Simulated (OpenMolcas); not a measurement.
**AsH3 (arsine): levels of theory compared**

We compute a comparison of 6 runs (HF/STO-3G, HF/3-21G, B3LYP/6-31G*, B3LYP/pcseg-2, MP2/def2-SVP, MCPF/ANO-S-VDZP) of AsH3 (arsine). 

The calculation is run with OpenMolcas 26.06.

4 further runs of the same task are left out: 1 that didn't finish, 3 set aside as unsound or not needed.

## 1. The molecule

The species is AsH3 (4 atoms), meant as a singlet with charge 0. As SMILES, `[AsH3]`. The coordinates come from a PBE0-D4/def2-TZVP relaxation.

Bond lengths: As1–H2 1.522 Å, As1–H3 1.522 Å, As1–H4 1.522 Å. Angles: H2–As1–H3 92.0°, H2–As1–H4 92.0°, H3–As1–H4 92.0°.

## 2. Energy and forces at HF/STO-3G (run 1)

Contents of mol.xyz:

```xyz
4

As    -0.215800     0.487600    -0.346000
H      0.349900     0.630300     1.059400
H     -1.068000    -0.705500     0.061100
H      0.933900    -0.412500    -0.774500
```

Contents of run.inp:

```
&gateway
 baslib=$CurrDir
 coord=mol.xyz
 basis=STO-3G
 group=NoSym

&seward

&scf
 thresholds=1e-10 1e-07 1e-07 1e-05
 prorbitals=1 1

&alaska
```

The basis set STO-3G is read from a file made from the Basis Set Exchange's data (not shown).

The run is started by

```
$ export MOLCAS_MEM=1860
$ pymolcas run.inp > run.log
```

The log of the run:

```text
--- Start Module: gateway ---
[...]
--- Stop Module: gateway /rc=_RC_ALL_IS_WELL_ ---
[...]
      Basis functions           21
[...]
--- Start Module: scf ---
[...]
       Convergence after   9 Iterations
[...]
::    Total SCF energy                              -2211.0079893229
[...]
      Total spin, S                                     0.0000000000
[...]
      Total electronic charge=   36.000000
      Total            charge=   -0.000000
[...]
      Dipole Moment (debye):
      Origin of the operator (angstrom)=   -0.2046    0.4624   -0.3281
                   X=  2.8601E-01               Y= -6.4632E-01               Z=  4.5857E-01           Total=  8.4251E-01
      Quadrupole Moment (debye*angstrom):
[...]
--- Stop Module: scf /rc=_RC_ALL_IS_WELL_ ---
--- Start Module: alaska ---
[...]
 *              Molecular gradients               *
 **************************************************
  Irreducible representation: a
 ------------------------------------------------------------------------------------------
                              X                       Y                       Z
 ------------------------------------------------------------------------------------------
  AS1              -1.94207633827723E-02    4.38568282112044E-02   -3.11179783325475E-02
  H2                1.16138698693935E-02    5.57771206574076E-05    2.78500535426600E-02
  H3               -1.46272461879500E-02   -2.46620044681629E-02    9.36987686233337E-03
  H4                2.24341397013301E-02   -1.92506008636997E-02   -6.10195207245456E-03
 ------------------------------------------------------------------------------------------
--- Stop Module: alaska /rc=_RC_ALL_IS_WELL_ ---
[...]
```

Run time: 1.6 s. Hardware: 1 thread of Arm Neoverse V2, shared host; peak memory 0.37 GiB.

## 3. Energy and forces at HF/3-21G (run 2)

Contents of mol.inp:

```
&gateway
  baslib=$CurrDir
  coord
  4
  angstrom
  As      -0.215800       0.487600      -0.346000
  H        0.349900       0.630300       1.059400
  H       -1.068000      -0.705500       0.061100
  H        0.933900      -0.412500      -0.774500
  basis=3-21G
  group=NoSym

&seward

&scf
  thresholds=1e-10 1e-07 1e-07 1e-05
  prorbitals=1

&alaska
```

The basis set 3-21G is read from a file made from the Basis Set Exchange's data (not shown).

The run is started by

```
$ export MOLCAS_MEM=1860
$ pymolcas mol.inp > mol.log
```

The log of the run:

```text
--- Start Module: gateway ---
[...]
--- Stop Module: gateway /rc=_RC_ALL_IS_WELL_ ---
[...]
      Basis functions           28
[...]
--- Start Module: scf ---
[...]
       Convergence after   9 Iterations
[...]
::    Total SCF energy                              -2225.1281003486
[...]
      Total spin, S                                     0.0000000000
[...]
      Total electronic charge=   36.000000
      Total            charge=   -0.000000
[...]
      Dipole Moment (debye):
      Origin of the operator (angstrom)=   -0.2046    0.4624   -0.3281
                   X=  1.8505E-01               Y= -4.1829E-01               Z=  2.9679E-01           Total=  5.4524E-01
      Quadrupole Moment (debye*angstrom):
[...]
--- Stop Module: scf /rc=_RC_ALL_IS_WELL_ ---
--- Start Module: alaska ---
[...]
 *              Molecular gradients               *
 **************************************************
  Irreducible representation: a
 ------------------------------------------------------------------------------------------
                              X                       Y                       Z
 ------------------------------------------------------------------------------------------
  AS1              -2.96221330413493E-03    6.67130266545257E-03   -4.73218301871636E-03
  H2                2.59757373548108E-04   -4.28840503798136E-03   -8.77748666669120E-04
  H3                3.95415843554536E-03   -8.05028474998970E-04    1.71938688337270E-03
  H4               -1.25170250495987E-03   -1.57786915247549E-03    3.89054480201922E-03
 ------------------------------------------------------------------------------------------
--- Stop Module: alaska /rc=_RC_ALL_IS_WELL_ ---
[...]
```

Run time: 1.7 s. Hardware: 1 thread of Arm Neoverse V2, shared host; peak memory 0.37 GiB.

Runs 3 to 5 aren't shown in full; the table further down has their settings and results.

## 4. A single-point energy at MCPF/ANO-S-VDZP (run 6)

Contents of struct.xyz:

```xyz
4

As    -0.215800     0.487600    -0.346000
H      0.349900     0.630300     1.059400
H     -1.068000    -0.705500     0.061100
H      0.933900    -0.412500    -0.774500
```

Contents of mol.inp:

```
&GATEWAY
 Coord = struct.xyz
 Basis = ANO-S-VDZP
 Group = NoSym

&SEWARD

&SCF
 PrOrbitals = 1 1

&MOTRA
 Frozen = 9

&GUGA
 Electrons = 18
 Spin = 1
 Inactive = 9
 Active = 0
 CIAll = 1

&CPF
 MCPF
```

The run is started by

```
$ export MOLCAS_MEM=1860
$ pymolcas mol.inp > mol.log
```

The log of the run:

```text
--- Start Module: gateway ---
[...]
--- Stop Module: gateway /rc=_RC_ALL_IS_WELL_ ---
[...]
      Basis functions           42
[...]
       Convergence after   9 Iterations
[...]
::    Total SCF energy                              -2235.9573493804
[...]
      Total spin, S                                     0.0000000000
[...]
      *** WARNING: Default frozen orbitals is overwritten by user input.
      *** Default values:  14
[...]
--- Start Module: guga ---
[...]
--- Stop Module: guga /rc=_RC_ALL_IS_WELL_ ---
--- Start Module: cpf ---
[...]
      Active orbitals                            0       0
[...]
      Spin quantum number                      0.0
[...]
     FINAL MCPF ENERGY        -2236.12782241
     FINAL CORRELATION ENERGY   -0.17047303  REFERENCE ENERGY   -2235.95734938
[...]
      Total electronic charge=   36.000000
      Total            charge=    0.000000
[...]
      Dipole Moment (debye):
      Origin of the operator (angstrom)=   -0.2046    0.4624   -0.3281
                   X=  1.1086E-01               Y= -2.4952E-01               Z=  1.7644E-01           Total=  3.2509E-01
      Quadrupole Moment (debye*angstrom):
[...]
--- Stop Module: cpf /rc=_RC_ALL_IS_WELL_ ---
[...]
```

Wall time 2.6 s (1 thread of Arm Neoverse V2, shared host); peak memory 0.38 GiB.

## 5. All runs side by side

```csv
run,level,integration grid,task,energy (Eh),dipole moment (D) of the reference,HOMO energy (eV),LUMO energy (eV),wall time
1,HF/STO-3G,–,gradient,-2211.007989,0.84,-7.91,11.10,1.6 s
2,HF/3-21G,–,gradient,-2225.128100,0.55,-10.24,4.31,1.7 s
3,B3LYP/6-31G* (spherical functions),UltraFine,gradient,-2237.412867,0.57,-7.54,0.68,5.7 s
4,B3LYP/pcseg-2,UltraFine,gradient,-2237.757623,0.26,-7.67,0.18,16 s
5,MP2/def2-SVP,–,energy,-2235.901295,0.42,-10.36,4.15,1.9 s
6,MCPF/ANO-S-VDZP,–,energy,-2236.127822,0.36,-10.36,2.92,2.6 s
```

## 6. Outcome

```
                                          quantity           value
                               run 6: total energy  -2236.12782 Eh
         run 6: dipole moment (mean-field density)          0.36 D
        run 6: HOMO energy (Hartree–Fock orbitals)       -10.36 eV
        run 6: LUMO energy (Hartree–Fock orbitals)         2.92 eV
      run 6: HOMO–LUMO gap (Hartree–Fock orbitals)        13.29 eV
run 6: correlation energy (9 core orbitals frozen)      -170.5 mEh
```

In words: Over runs 1, 2, 3, 4 the dipole moment (its size) runs from 0.26 D (B3LYP/pcseg-2) to 0.84 D (HF/STO-3G). The two ends differ in method and basis. Over runs 1, 2, 3, 4 the HOMO–LUMO gap runs from 7.85 eV (B3LYP/pcseg-2) to 19.01 eV (HF/STO-3G). In run 1 the basis is minimal, so the values are rough. All runs together took 30 s, the longest 16 s.
